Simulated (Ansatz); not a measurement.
# CH₃HfNO₄: one species, many methods

An exercise on one series of results from a longer session: the logs are not shown, and one member is left open.

Method: functionals in def2-TZVPP, the program's frozen cores in correlated methods; program: Ansatz 0.2.0, Gaussian basis.

Levels to be run: LDA (SPW92), PBE-D4, revPBE-D4, BLYP-D4, r2SCAN-D4, B97M-V, PBE0-D4, B3LYP-D4, r2SCANh-D4, r2SCAN0-D4, HSE06-D4, BHLYP-D4, CAM-B3LYP-D4, LC-ωPBE, ωB97X-V, ωB97M-V, B2PLYP, PBE-QIDH; CCSD(T)/def2-SVP; MP2/def2-TZVPP; MP2/def2-QZVPP; RPA on PBE.

## Structure used throughout

An earlier PBE0-D4 in a triple-zeta def2 set relaxation fixed the geometry. Hf takes the def2 core potential; no spin-orbit term is included.

SMILES `O=C=[N][Hf]([OH])([OH])[OH]`, 10 atoms, charge 0, spin multiplicity 1.

Atoms are counted from 1 here; the program's logs count them from 0.

Bond lengths: O1–C2 1.169 Å, C2–N3 1.198 Å, N3–Hf4 2.062 Å, Hf4–O5 1.920 Å, Hf4–O6 1.920 Å, Hf4–O7 1.920 Å, O5–H8 0.951 Å, O6–H9 0.951 Å, O7–H10 0.951 Å. Angles: O1–C2–N3 180.0°, C2–N3–Hf4 180.0°, N3–Hf4–O5 108.6°, N3–Hf4–O6 108.7°, N3–Hf4–O7 108.6°, O5–Hf4–O6 110.3°, O5–Hf4–O7 110.3°, O6–Hf4–O7 110.3°, Hf4–O5–H8 160.6°, Hf4–O6–H9 160.6°, Hf4–O7–H10 160.6°.

The first run:

Input file in.yaml:

```yaml
crystal:
  periodic: [false, false, false]
  atoms:
    - {symbol: O, position_ang: [2.221131, -2.609849, 1.958519]}
    - {symbol: C, position_ang: [1.563569, -1.836929, 1.379105]}
    - {symbol: N, position_ang: [0.889677, -1.044802, 0.785300]}
    - {symbol: Hf, position_ang: [-0.270736, 0.318218, -0.238609]}
    - {symbol: O, position_ang: [-1.574820, -0.639492, -1.271791]}
    - {symbol: O, position_ang: [-1.140042, 1.462948, 1.033881]}
    - {symbol: O, position_ang: [0.866339, 1.348303, -1.392417]}
    - {symbol: H, position_ang: [-2.415929, -0.956572, -1.583120]}
    - {symbol: H, position_ang: [-1.387371, 2.246417, 1.513399]}
    - {symbol: H, position_ang: [1.248182, 1.711758, -2.184266]}
basis:
  gaussian: {orbitals: def2-TZVPP}
hamiltonian: {xc: lda}
output: {orbitals: {seedname: orbitals}}
```

Command:

```
ansatz run in.yaml --threads 4 --pin off --events-out ev --progress --plain --max-ram 11315MiB
```

Steps of the session up to this table: LDA; PBE-D4 (GGA); revPBE-D4 (GGA); BLYP-D4 (GGA); r2SCAN-D4 (meta-GGA); B97M-V (meta-GGA); PBE0-D4 (hybrid); B3LYP-D4 (hybrid); r2SCANh-D4 (hybrid); r2SCAN0-D4 (hybrid); HSE06-D4 (hybrid); BHLYP-D4 (hybrid); CAM-B3LYP-D4 (range-separated); LC-ωPBE (range-separated); ωB97X-V (range-separated); ωB97M-V (range-separated); B2PLYP (double hybrid); PBE-QIDH (double hybrid).

One table of the session follows, with a row left open; its other results are not shown here.

It belongs to the step «Orbital energies across the functionals». 

```
  functional  HOMO (eV)  gap (eV)
 LDA (SPW92)      -7.01      5.89
      PBE-D4      -6.76      5.84
   revPBE-D4      -6.68      5.83
     BLYP-D4      -6.63      5.68
   r2SCAN-D4      -7.09      6.52
      B97M-V      -7.09      6.26
     PBE0-D4      -8.19      7.97
    B3LYP-D4      -7.94      7.39
  r2SCANh-D4      -7.62      7.37
  r2SCAN0-D4      -8.43      8.57
    HSE06-D4      -7.79      7.23
    BHLYP-D4          ?         ?
CAM-B3LYP-D4      -9.56      9.97
     LC-ωPBE     -10.88     12.46
     ωB97X-V     -10.53     11.91
     ωB97M-V     -10.44     11.34
```

**Question.** Estimate the row for BHLYP-D4.

Worked estimate for «HOMO (eV)». Against the share of exact exchange, BLYP-D4 (0, -6.63), B3LYP-D4 (0.2, -7.94) give a slope of -6.55 per unit share; at 0.5 the line stands at -9.90.

**Answer.** HOMO (eV): -9.52; gap (eV): 9.78. In «HOMO (eV)» the line misses by -0.38.
